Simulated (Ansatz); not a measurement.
# GaLi (singlet): PBE0, B3LYP over a scan of the distance Ga1–Li2, aug-cc-pVTZ

Aim: run GaLi (singlet) with these functionals over a scan of the distance Ga1–Li2, and hold them against the top wave-function level at the same points.

Program: Ansatz 0.2.0, Gaussian basis. Level of theory: aug-cc-pVTZ, all electrons in the functionals. These are calculated values, not measurements.

To be run: PBE0, B3LYP, at 2.289 Å; 2.609 Å; 2.876 Å; 3.135 Å; 3.428 Å; 4.043 Å; 4.575 Å; 5.378 Å; 6.400 Å; 7.842 Å; 9.956 Å.

42 further runs of the same task are left out: 18 for a known fault of the program, 2 for a mislabelled method, 15 that didn't finish, 7 set aside as unsound or not needed.

## 1. What is computed

The geometry derives from a PBE0/def2-TZVP stationary point (not a proven minimum). One bond is set to the value named and the two fragments are kept rigid. No spin-orbit coupling is included. The filled d shell of Ga may be among the frozen orbitals whatever the setting's name suggests; the logs give the count.

2 atoms, charge 0, spin multiplicity 1.

Atoms are counted from 1 here; the program's logs count them from 0.

No contacts short enough for the rule that draws bonds.

No dispersion term is added. B3LYP takes the VWN-RPA correlation.

The geometry shown and the zero of energy belong to the point 2.876 Å. The yardstick, FCI, and other wave-function levels (R restricted, U unrestricted, valence and pair active spaces) come from earlier runs.

## 2. PBE0, 2.289 Å

Contents of in.yaml:

```yaml
crystal:
  periodic: [false, false, false]
  atoms:
    - {symbol: Ga, position_ang: [0.000000, 0.000000, 0.000000]}
    - {symbol: Li, position_ang: [0.000000, 0.000000, 2.289000]}
basis:
  gaussian: {orbitals: aug-cc-pVTZ}
magnetization: {spin_polarized: true, initial_magnetization: 0}
hamiltonian: {xc: {name: PBE0}}
output: {orbitals: {seedname: orbitals}}
```

The run is started by

```bash
> ansatz run in.yaml --threads 1 --pin off --events-out ev --progress --plain --max-ram 2393MiB
```

Further steps of the session: PBE0, 2.609 Å; PBE0, 2.876 Å; PBE0, 3.135 Å; PBE0, 3.428 Å; PBE0, 4.043 Å; PBE0, 4.575 Å; PBE0, 5.378 Å; PBE0, 6.400 Å; PBE0, 7.842 Å; PBE0, 9.956 Å; B3LYP, 2.289 Å; B3LYP, 2.609 Å; B3LYP, 2.876 Å; B3LYP, 3.135 Å; B3LYP, 3.428 Å; B3LYP, 4.043 Å; B3LYP, 4.575 Å; B3LYP, 5.378 Å; B3LYP, 6.400 Å; B3LYP, 7.842 Å; B3LYP, 9.956 Å.

Q: Predict the results of all the runs planned. Wanted: span of the FCI curve; largest miss, PBE0; largest miss, B3LYP.

**Answer**, as computed:

| quantity | value |
| --- | --- |
| span of the FCI curve | 1.001 eV |
| largest miss, PBE0 | -0.078 eV (9.956 Å) |
| largest miss, B3LYP | -0.057 eV (9.956 Å) |

Of the functionals, B3LYP keep the smallest largest miss at the points compared (at most 0.057 eV) and PBE0 strays most (0.078 eV, at 9.956 Å). PBE0, B3LYP clearly break the spin symmetry at some points (⟨S²⟩ up to 1.00 above the pure value), so energy there is bought with a mixed spin. Functionals and the yardstick converge differently with the basis, so part of each miss in aug-cc-pVTZ is the basis.
